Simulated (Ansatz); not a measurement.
# K3TeH: the cost of one run

Computed with Ansatz 0.2.0 (DFT PBE, scalar-relativistic, plane waves, PAW, unless a step's input says otherwise).

## (1) The system as given

Symmetry: P6mm, No. 183, hexagonal system. Conventional cell: a = 5.505 Å, b = 5.505 Å, c = 6.579 Å, α = 90.00°, β = 90.00°, γ = 120.00°. K (site symmetry 3m) has 6 K at 3.18 to 3.55 Å and 3 H at 3.18 Å as nearest neighbours. K (site symmetry 6mm) is surrounded by 1 H at 1.78 Å and 1 Te at 2.58 Å. Te (site symmetry 6mm) is surrounded by 1 H at 2.22 Å and 1 K at 2.58 Å. H (site symmetry 6mm) has 1 K at 1.78 Å as nearest neighbours.

As a file:

```
CELL_PARAMETERS angstrom
5.50545 0.00000 0.00000
-2.75273 4.76786 0.00000
0.00000 0.00000 6.57913
ATOMIC_POSITIONS crystal
K 0.33333 0.66667 0.52955
K 0.66667 0.33333 0.52955
K 0.00000 0.00000 0.77081
Te 0.00000 0.00000 0.16237
H 0.00000 0.00000 0.50025
```

The cell is invented: random cell by space group and Wyckoff sites (P6mm, No. 183). The dimensions are guesses.

## (2) Probe: one point on a coarse mesh

input.yaml

```yaml
crystal:
  lattice:
    - [5.50545039, 0.0, 0.0]
    - [-2.7527252, 4.7678599, 0.0]
    - [0.0, 0.0, 6.57912825]
  atoms:
    - { symbol: K, position: [0.33333333, 0.66666667, 0.52955251] }
    - { symbol: K, position: [0.66666667, 0.33333333, 0.52955251] }
    - { symbol: K, position: [0.0, 0.0, 0.77080604] }
    - { symbol: Te, position: [0.0, 0.0, 0.16236683] }
    - { symbol: H, position: [0.0, 0.0, 0.5002532] }
basis:
  ecutwfc: 420
kpoints:
  mp_grid: { grid: [6, 6, 4] }
hamiltonian:
  xc: pbe
scf:
  occupations: { method: gaussian, width: 0.1 }
  lower_state_search: "off"
output:
  forces: true
  stress: true
  eigenvalues: true
```

On the command line:

```bash
> ansatz run input.yaml --threads 1 --pin off --max-ram 2560MiB --backend cpu --events-out ev --progress --plain --runs-dir out
```

**Question.** How long does this run take on 1 thread of Arm Neoverse V1, shared host, and how much memory does it need?

About 9 s, with a peak of 0.38 GiB.
